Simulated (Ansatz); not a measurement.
# SnEt3(SiMe3) (C₉H₂₄SiSn): the relaxed shape and its frontier levels

What does SnEt3(SiMe3) (C₉H₂₄SiSn) look like as a singlet, and where do its frontier electrons sit?

Method: RKS PBE0-D4/def2-TZVP; program: Ansatz 0.2.0, Gaussian basis.

Levels to be run: relaxation at PBE-D4/def2-SVP; a single point at PBE0-D4/def2-TZVP.

6 further runs of the same task are left out: 3 that didn't finish, 3 set aside as unsound or not needed. Runs told in other sessions of the task aren't counted.

## Step 1: Starting geometry

35 atoms, charge 0, spin multiplicity 1.

Atoms are counted from 1 here; the program's logs count them from 0.

Bond lengths: Sn1–C2 2.233 Å, Sn1–C9 2.232 Å, Sn1–C16 2.237 Å, Sn1–Si23 2.603 Å, C2–C3 1.517 Å, C2–H4 1.089 Å, C2–H5 1.088 Å, C3–H6 1.090 Å, C3–H7 1.087 Å, C3–H8 1.087 Å, C9–C10 1.517 Å, C9–H11 1.089 Å, C9–H12 1.089 Å, C10–H13 1.090 Å, C10–H14 1.087 Å, C10–H15 1.087 Å, C16–C17 1.516 Å, C16–H18 1.088 Å and more. Angles: C2–Sn1–C9 105.5°, C2–Sn1–C16 106.6°, C2–Sn1–Si23 112.6°, C9–Sn1–C16 105.5°, C9–Sn1–Si23 111.8°, C16–Sn1–Si23 114.2°, Sn1–C2–C3 113.5°, Sn1–C2–H4 108.4°, Sn1–C2–H5 108.5°, C3–C2–H4 109.6°, C3–C2–H5 109.6°, H4–C2–H5 107.0°, C2–C3–H6 110.4°, C2–C3–H7 111.1°, C2–C3–H8 110.9°, H6–C3–H7 108.1°, H6–C3–H8 108.1°, H7–C3–H8 108.2° and more.

Sn takes a core potential in the def2 sets. No spin-orbit coupling is included.

The start is a GFN2-xTB geometry.

## Step 2: Relaxation at PBE-D4/def2-SVP

Input file in.yaml:

```yaml
crystal:
  periodic: [false, false, false]
  atoms:
    - {symbol: Sn, position_ang: [0.102090, 0.546080, 0.265080]}
    - {symbol: C, position_ang: [0.281550, 0.647200, 2.488530]}
    - {symbol: C, position_ang: [0.987620, -0.551970, 3.092580]}
    - {symbol: H, position_ang: [-0.718120, 0.734170, 2.910820]}
    - {symbol: H, position_ang: [0.818610, 1.556600, 2.751350]}
    - {symbol: H, position_ang: [1.045930, -0.451430, 4.175930]}
    - {symbol: H, position_ang: [0.455470, -1.473050, 2.867570]}
    - {symbol: H, position_ang: [1.999350, -0.641250, 2.706580]}
    - {symbol: C, position_ang: [2.190460, 0.693760, -0.509040]}
    - {symbol: C, position_ang: [2.272470, 0.734940, -2.023750]}
    - {symbol: H, position_ang: [2.762230, -0.154610, -0.136340]}
    - {symbol: H, position_ang: [2.646080, 1.590950, -0.092980]}
    - {symbol: H, position_ang: [3.310280, 0.817440, -2.345810]}
    - {symbol: H, position_ang: [1.853390, -0.167430, -2.462490]}
    - {symbol: H, position_ang: [1.727710, 1.587740, -2.419600]}
    - {symbol: C, position_ang: [-0.909940, 2.433790, -0.379530]}
    - {symbol: C, position_ang: [-0.144530, 3.689400, -0.012470]}
    - {symbol: H, position_ang: [-1.900510, 2.464710, 0.070230]}
    - {symbol: H, position_ang: [-1.050030, 2.393040, -1.458290]}
    - {symbol: H, position_ang: [-0.682540, 4.574410, -0.351380]}
    - {symbol: H, position_ang: [-0.015100, 3.765030, 1.063870]}
    - {symbol: H, position_ang: [0.838670, 3.695190, -0.475110]}
    - {symbol: Si, position_ang: [-1.077320, -1.628340, -0.544170]}
    - {symbol: C, position_ang: [-1.851520, -1.336760, -2.261770]}
    - {symbol: C, position_ang: [0.219850, -3.021990, -0.647130]}
    - {symbol: C, position_ang: [-2.437170, -2.109730, 0.701880]}
    - {symbol: H, position_ang: [-2.345280, -2.234220, -2.620470]}
    - {symbol: H, position_ang: [-1.098360, -1.058010, -2.991990]}
    - {symbol: H, position_ang: [-2.589400, -0.541300, -2.229820]}
    - {symbol: H, position_ang: [1.014090, -2.771630, -1.343330]}
    - {symbol: H, position_ang: [0.677330, -3.204780, 0.320160]}
    - {symbol: H, position_ang: [-0.232990, -3.950240, -0.980560]}
    - {symbol: H, position_ang: [-2.023000, -2.285570, 1.689540]}
    - {symbol: H, position_ang: [-3.182330, -1.325800, 0.792790]}
    - {symbol: H, position_ang: [-2.945040, -3.016360, 0.389100]}
basis:
  gaussian: {orbitals: def2-SVP}
hamiltonian: {xc: pbe, dispersion: d4}
scf: {lower_state_search: "off"}
output: {orbitals: {seedname: orbitals}}
relax: {f_tol: 0.03, max_steps: 70}
```

Command:

```console
$ ansatz run in.yaml --threads 4 --pin off --events-out ev --progress --plain --max-ram 6963MiB
```

Further steps of the session: Single point, PBE0-D4/def2-TZVP.

Q: Predict the results of all the runs planned. Wanted: point group; commonest bond, hydrogen aside; HOMO, LUMO at PBE0-D4/def2-TZVP; dipole at PBE-D4/def2-SVP.

The runs gave:

| quantity | value |
| --- | --- |
| point group | C1 |
| commonest bond, hydrogen aside | C–Si, 3 of mean length 1.901 Å |
| HOMO, LUMO at PBE0-D4/def2-TZVP | -6.52, 0.42 eV |
| dipole at PBE-D4/def2-SVP | 0.51 D |

What this shows: The molecule keeps its bonding pattern by the stored test; the atoms moved 0.06 Å (rms). No usable vibrations, so a minimum isn't proven. The point group is read from a loosely relaxed geometry; soft torsions can leave it below the true symmetry.
